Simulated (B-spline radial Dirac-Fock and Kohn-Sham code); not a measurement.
**Ru¹⁴⁺: core levels and X-ray properties**

Wanted for ruthenium as Ru¹⁴⁺: its X-ray form factor and Compton profile and the binding energy of each subshell.

The numbers are computed with B-spline radial Dirac-Fock and Kohn-Sham code (version 2): a free atom or ion on a radial basis; each step names its model.

**1. The system**

Ru¹⁴⁺ in the configuration [Ar] 3d10 4s2.

* nuclear charge: 44
* electrons: 30
* mass number: 102
* nuclear rms radius: 4.4809 fm

Outer shells as boxes (Hund's rule, for the drawing alone; heavy ions are jj-coupled, and the calculation averages over the configuration):

```
[Ar] core
3d [↑↓][↑↓][↑↓][↑↓][↑↓]
4s [↑↓]
```

**2. X-ray scattering functions**

Model: Dirac-Fock average of configuration, finite nucleus; form factor of the spherical density, Waller-Hartree incoherent function, impulse-approximation Compton profiles.

Settings, as recorded:

```ini
task = scatter
Z = 44
charge = 14
configuration = 1s2 2s2 2p6 3s2 3p6 3d10 4s2
mass_number = 102
rms_radius = 4.4809  # fm
s = [0.0, 0.05, 0.1, 0.15, 0.2, 0.25, 0.3, 0.35, 0.4, 0.45, 0.5, 0.6, 0.7, 0.8, 0.9, 1.0, 1.1, 1.2, 1.4, 1.6, 1.8, 2.0, 2.5, 3.0, 3.5, 4.0, 5.0, 6.0]  # 1/A
pz = [0, 0.1, 0.2, 0.3, 0.4, 0.5, 0.6, 0.8, 1.0, 1.2, 1.4, 1.6, 1.8, 2.0, 2.5, 3.0, 4.0, 5.0, 7.0, 10.0, 15.0, 20.0, 30.0, 40.0, 60.0, 100.0]  # a.u.
photon_energy = [5000, 8047.8, 17479.3, 20000, 50000, 100000, 200000, 500000]  # eV
```

From the run's result record (rounded, not every field):

```text
{
  "status": "converged",
  "form_factor [e]": [30.0, 29.906, 29.628, 29.177, 28.571, 27.832, 26.985, 26.055, 25.068, 24.046, 23.007, 20.941, 18.954, 17.093, 15.377, 13.817, 12.418, 11.183, 9.1902, 7.7677, 6.7884, 6.112, 5.0466, 4.2275, 3.4687, 2.8132, 1.9184, 1.463],
  "incoherent": [-1.1092e-11, 0.11573, 0.4499, 0.96684, 1.617, 2.3481, 3.1152, 3.8871, 4.6471, 5.3912, 6.1222, 7.5655, 8.9959, 10.391, 11.715, 12.945, 14.08, 15.128, 16.995, 18.596, 19.954, 21.102, 23.279, 24.816, 25.942, 26.766, 27.801, 28.387],
  "compton_total [1/a.u.]": [2.6305, 2.6265, 2.6146, 2.5952, 2.5689, 2.5363, 2.4985, 2.411, 2.3148, 2.2176, 2.1256, 2.0427, 1.9704, 1.9082, 1.7829, 1.6701, 1.4071, 1.1235, 0.69099, 0.3629, 0.15374, 0.076, 0.025091, 0.010456, 0.0024843, 0.00028322],
  "shells": ["1s1/2", "2s1/2", "2p1/2", "2p3/2", "3s1/2", "3p1/2", "3p3/2", "3d3/2", "3d5/2", "4s1/2"],
  "occupation": [2.0, 2.0, 2.0, 4.0, 2.0, 2.0, 4.0, 4.0, 6.0, 2.0],
  "mean_momentum [a.u.]": [39.429, 13.814, 18.533, 17.841, 6.5323, 7.7686, 7.5731, 8.9332, 8.8574, 3.3759],
  "r2 [bohr^2]": 5.1194,
  "r_inverse [1/bohr]": 237.19,
  "r1 [bohr]": 9.8532,
  "coherent [b]": [499.19, 399.27, 190.48, 160.22, 42.851, 13.191, 3.7769, 0.65216],
  "incoherent_cross_section [b]": [1.7344, 3.2161, 7.0982, 7.8783, 12.131, 12.788, 11.493, 8.532]
}
```

Form factor and incoherent function, every second point:

```tsv
s (1/Å)	f (e)	f / N	S(s)
0	30.00	1.000	0
0.100	29.63	0.988	0.4499
0.200	28.57	0.952	1.617
0.300	26.98	0.899	3.115
0.400	25.07	0.836	4.647
0.500	23.01	0.767	6.122
0.700	18.95	0.632	8.996
0.900	15.38	0.513	11.71
1.10	12.42	0.414	14.08
1.40	9.190	0.306	17.00
1.80	6.788	0.226	19.95
2.50	5.047	0.168	23.28
3.50	3.469	0.116	25.94
5.00	1.918	0.064	27.80
```

**3. Core and valence levels**

Model: Dirac-Fock average of configuration, Delta-SCF, finite nucleus, first-order Breit with its frequency dependence, self-energy and vacuum polarisation.

The run's settings:

```ini
task = binding
```

From the run's result record (rounded, not every field):

```text
{
  "status": "converged",
  "shells": ["K", "L1", "L2", "L3", "M1", "M2", "M3", "M4", "M5", "N1"],
  "total_energy_parts [Ha]": [-4461.80959, 3.13224899, -0.310716609, -0.0213173635, 2.13202521, -0.248051515],
  "koopmans [eV]": [22575.7, 3596.74, 3338.0, 3206.08, 916.933, 814.266, 790.69, 613.371, 608.798, 348.538],
  "dirac_coulomb [eV]": [22527.6, 3576.36, 3314.74, 3183.62, 913.286, 810.27, 786.926, 608.696, 604.231, 348.323],
  "gaunt [eV]": [-45.5624, -3.92285, -7.10453, -5.10713, -0.592071, -1.08966, -0.734286, -0.325006, -0.167914, -0.152552],
  "retardation [eV]": [3.16685, 0.2347, 0.793902, 0.793631, 0.0375368, 0.12785, 0.127604, 0.0291874, 0.029042, 0.014892],
  "breit_frequency [eV]": [0.25543, -0.027763, -0.000862341, 0.113982, -0.00580014, -0.00333335, 0.0189935, -0.00262864, -0.000896606, -0.00126321],
  "self_energy [eV]": [-23.9844, -2.80795, 0.252611, -0.00968882, -0.531949, 0.053426, 0.00743248, 0.0575068, 0.0433357, -0.121117],
  "vacuum_polarisation [eV]": [2.87355, 0.311896, -0.0147725, -0.0207164, 0.057138, -0.0041981, -0.00542006, -0.00494925, -0.00487809, 0.0129906],
  "binding [eV]": [22464.3, 3570.15, 3308.66, 3179.39, 912.251, 809.354, 786.34, 608.45, 604.13, 348.076],
  "mean_radius [bohr]": [0.0334241, 0.144889, 0.123602, 0.128315, 0.39662, 0.39064, 0.400372, 0.373943, 0.377156, 0.900713]
}
```

total_energy_parts: Dirac-Coulomb, Gaunt, retardation, frequency dependence, self-energy, vacuum polarisation. 

The binding energies by parts, in eV; the parts add up.

```tsv
level	-ε	relaxation	Breit	QED	binding
K	22575.7	-48.13	-42.14	-21.11	22464.3
L1	3596.7	-20.37	-3.72	-2.50	3570.2
L2	3338.0	-23.26	-6.31	0.24	3308.7
L3	3206.1	-22.46	-4.20	-0.03	3179.4
M1	916.9	-3.65	-0.56	-0.47	912.3
M2	814.3	-4.00	-0.97	0.05	809.4
M3	790.7	-3.76	-0.59	0.00	786.3
M4	613.4	-4.67	-0.30	0.05	608.4
M5	608.8	-4.57	-0.14	0.04	604.1
N1	348.5	-0.22	-0.14	-0.11	348.1
```

X-ray lines as differences of these levels:

```tsv
line	energy (eV)
Kβ1 (K-M3)	21678.0
Kβ3 (K-M2)	21655.0
Kα1 (K-L3)	19285.0
Kα2 (K-L2)	19155.7
Lγ5 (L2-N1)	2960.6
Lβ6 (L3-N1)	2831.3
Lβ3 (L1-M3)	2783.8
Lβ4 (L1-M2)	2760.8
Lβ1 (L2-M4)	2700.2
Lα1 (L3-M5)	2575.3
Lα2 (L3-M4)	2570.9
Lη (L2-M1)	2396.4
Lℓ (L3-M1)	2267.1
```

**4. Results**

| quantity | value |
| --- | --- |
| rms radius of the electron cloud | 0.413 bohr |
| form factor halves at | 0.92 1/Å |
| Compton profile at zero | 2.630 1/a.u. |
| deepest level listed, K (1s) | 22464.3 eV |
| least bound, N1 (4s) | 348.1 eV |
| Kα1 | 19285.0 eV |
| ionisation energy, NIST (theoretical) | 348.000 eV |

What this shows: The form factor starts at the 30 electrons and halves by s = 0.92 1/Å. Incoherent scattering outweighs coherent from 200 keV on, among the energies asked. For K (1s), relaxation takes off 48.1 eV, Breit terms shift it by -42.14 and QED by -21.11 eV. NIST's ionisation energy differs by -0.08 eV from the least binding energy, within its stated uncertainty. The Hartree-Fock and Dirac-Fock values hold no electron correlation.
